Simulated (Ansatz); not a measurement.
# K+ with CH₆Si: structure and interaction energy

One table from this session's results is given with a row withheld; the runs are named, their logs left out.

Program: Ansatz 0.2.0, Gaussian basis. Level of theory: PBE0-D4 structure, single points in def2-TZVPPD. These are calculated values, not measurements.

Levels: PBE-D4, revPBE-D4, BLYP-D4, r2SCAN-D4, B97M-V, PBE0-D4, B3LYP-D4, HSE06-D4, wB97X-V, wB97M-V, B2PLYP, Hartree-Fock, MP2, CCSD, CCSD(T). The reference is CCSD(T) extrapolated to the basis limit. For elements past Ar these valence bases correlate outer-core shells poorly and lack relativity, so that limit is rough.

Correlated methods freeze the cores. The outer core shell of Li, Na, Mg and K is correlated. B3LYP uses VWN-RPA correlation. B2PLYP carries no dispersion term here.

163 further runs of the same task are left out: 163 set aside as unsound or not needed. Runs told in other sessions of the task aren't counted.

## The starting structure

The pair, from a GFN2-xTB docking trial: 9 atoms, charge 1, spin multiplicity 1.

Atoms are counted from 1 here; the program's logs count them from 0.

Bond lengths: K1–H8 2.928 Å, C2–Si3 1.892 Å, C2–H4 1.086 Å, C2–H5 1.089 Å, C2–H6 1.090 Å, Si3–H7 1.456 Å, Si3–H8 1.579 Å, Si3–H9 1.456 Å. Angles: Si3–C2–H4 111.1°, Si3–C2–H5 111.2°, Si3–C2–H6 111.3°, H4–C2–H5 107.3°, H4–C2–H6 107.3°, H5–C2–H6 108.5°, C2–Si3–H7 113.0°, C2–Si3–H8 101.1°, C2–Si3–H9 113.0°, H7–Si3–H8 107.6°, H7–Si3–H9 113.5°, H8–Si3–H9 107.6°, K1–H8–Si3 150.4°.

As a file:

```xyz
9

K     0.0881    0.0402   -3.8073
C    -0.8983   -0.4114    0.5692
Si    0.8206    0.3760    0.4890
H    -1.2159   -0.5511    1.5982
H    -0.9068   -1.3904    0.0913
H    -1.6435    0.2167    0.0821
H     0.8513    1.7305    1.0216
H     1.0389    0.4722   -1.0716
H     1.8654   -0.4827    1.0277
```

Atoms 1 to 1 are fragment A (K+), the rest fragment B (CH₆Si).

The first run:

Input file pre/in.yaml:

```yaml
crystal:
  periodic: [false, false, false]
  atoms:
    - {symbol: K, position_ang: [0.088100, 0.040200, -3.807300]}
    - {symbol: C, position_ang: [-0.898300, -0.411400, 0.569200]}
    - {symbol: Si, position_ang: [0.820600, 0.376000, 0.489000]}
    - {symbol: H, position_ang: [-1.215900, -0.551100, 1.598200]}
    - {symbol: H, position_ang: [-0.906800, -1.390400, 0.091300]}
    - {symbol: H, position_ang: [-1.643500, 0.216700, 0.082100]}
    - {symbol: H, position_ang: [0.851300, 1.730500, 1.021600]}
    - {symbol: H, position_ang: [1.038900, 0.472200, -1.071600]}
    - {symbol: H, position_ang: [1.865400, -0.482700, 1.027700]}
basis:
  gaussian: {orbitals: def2-SVP}
total_charge: 1
hamiltonian: {xc: pbe, dispersion: d4}
relax: {f_tol: 0.03, max_steps: 250}
```

Command:

```console
$ ansatz run in.yaml --threads 4 --pin off --events-out ev --progress --plain --max-ram 9574MiB
```

Among the steps run: A first relaxation in a small basis; Relaxation at PBE0-D4; wB97X-V/def2-TZVPPD; wB97M-V/def2-TZVPPD; B2PLYP/def2-TZVPPD; B97M-V/def2-TZVPPD; CCSD(T)/def2-TZVPPD; MP2/def2-QZVPPD; Hartree-Fock/STO-3G; SPW92/def2-SVP; wB97M-V/def2-SVP; CCSD(T)/def2-SVP; Vibrations of the pair.

One of the session's tables, all rows but one given; the rest of the session is left out.

```
      method  interaction (kcal/mol)
      PBE-D4                       ?
   revPBE-D4                  -10.44
     BLYP-D4                  -10.83
   r2SCAN-D4                   -7.76
      B97M-V                   -8.00
     PBE0-D4                   -9.08
    B3LYP-D4                  -10.24
    HSE06-D4                   -9.08
     wB97X-V                   -7.36
     wB97M-V                   -7.47
      B2PLYP                   -7.08
Hartree-Fock                   -6.44
         MP2                   -7.05
        CCSD                   -6.91
     CCSD(T)                   -7.00
 CCSD(T)/CBS                   -7.25
```

Q: Estimate the row for PBE-D4 from the others.

The run gave: interaction (kcal/mol): -9.55. In the column «interaction (kcal/mol)» it lies between B3LYP-D4 (-10.24) and PBE0-D4 (-9.08).

Limits of these values: An imaginary mode remains, so this is not a true minimum.
